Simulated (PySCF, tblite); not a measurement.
# C7H11FSi: geometry, infrared bands and NMR shifts

What infrared bands and NMR shifts should C7H11FSi (`C[C@@]1(F)C=CC=C1C[SiH3]`) show?

The runs use tblite 0.8.0 and PySCF 2.14.0, with density-fitted response routines of our own; the level of theory stands in each step. All values are computed, except where a source is named. Atoms count from 0, in the outputs and in this text.

**1. The starting structure**

20 atoms, charge 0, multiplicity 1; geometry from: force field or distance geometry start.

Bonds of the start (Å): C0–C1 1.51, C1–F2 1.38, C1–C3 1.50, C3–C4 1.33, C4–C5 1.44, C5–C6 1.35, C6–C7 1.50, C7–Si8 1.87, C6–C1 1.52, C0–H9 1.11, C0–H10 1.10, C0–H11 1.09, C3–H12 1.09, C4–H13 1.08, C5–H14 1.07, C7–H15 1.09, C7–H16 1.10, Si8–H17 1.49, Si8–H18 1.48, Si8–H19 1.49.

**2. Relaxing the molecule with GFN2-xTB**

What the job is given:

```
{"job": {"kind": "relax", "xc": "GFN2-xTB", "basis": "xTB"}, "charge": 0, "multiplicity": 1}
C     -1.226400     1.418900     0.959800
C     -0.874900    -0.011400     0.608200
F     -0.305100    -0.600600     1.717200
C     -2.068800    -0.803500     0.162100
C     -1.872500    -1.287900    -1.059600
C     -0.580500    -0.874000    -1.539500
C      0.043300    -0.146300    -0.590100
C      1.410500     0.472300    -0.670400
Si     2.727500    -0.232600     0.457000
H     -1.968800     1.447900     1.782400
H     -1.662600     1.955900     0.102900
H     -0.358700     1.969500     1.311500
H     -2.946600    -0.978200     0.790800
H     -2.552500    -1.899900    -1.635700
H     -0.182600    -1.123700    -2.505900
H      1.771900     0.370100    -1.690700
H      1.319100     1.548900    -0.492500
H      2.873600    -1.700700     0.262100
H      4.025800     0.412600     0.143200
H      2.423100     0.073600     1.884100
```

The run is started by

```bash
> OMP_NUM_THREADS=1 python probes_run.py task.json out
```

This one command runs all jobs of the session in turn.

**Question.** This job is followed by: GFN2-xTB harmonic vibrations, gas phase; GIAO PBE0/pcSseg-1 NMR shielding, non-relativistic, gas phase. Predict these results of the whole session: strongest single infrared mode (GFN2-xTB); zero-point energy (GFN2-xTB); ¹³C shifts against TMS (PBE0/pcSseg-1); ¹H shifts against TMS (PBE0/pcSseg-1, means over atoms taken as alike); ¹⁹F shifts against CFCl3 (PBE0/pcSseg-1); ²⁹Si shifts against TMS (PBE0/pcSseg-1).

As calculated:

| quantity | value |
| --- | --- |
| strongest single infrared mode (GFN2-xTB) | 2235 cm⁻¹, 361 km/mol |
| zero-point energy (GFN2-xTB) | 95.3 kcal/mol |
| ¹³C shifts against TMS (PBE0/pcSseg-1) | 163.2, 145.6, 140.4, 129.3, 106.2, 23.5, 13.3 ppm |
| ¹H shifts against TMS (PBE0/pcSseg-1, means over atoms taken as alike) | 6.38, 6.37, 5.83, 3.98, 2.25, 1.88, 1.51 ppm |
| ¹⁹F shifts against CFCl3 (PBE0/pcSseg-1) | -214.9 ppm |
| ²⁹Si shifts against TMS (PBE0/pcSseg-1) | -68.1 ppm |

In words: Over 79 steps the energy fell by 0.133 eV; of the close pairs, C7–Si8 changed most, 1.871 to 1.923 Å. No mode is imaginary among the 54: a minimum at this level. The strongest single mode, at 2235 cm⁻¹, moves mainly H18. GFN2-xTB is a fitted tight-binding method: band positions and strengths are rough. Its intensities can rank the bands wrongly. At PBE0/pcSseg-1: The largest span, 224 ppm, is at C6, where the paramagnetic term is -240 ppm.
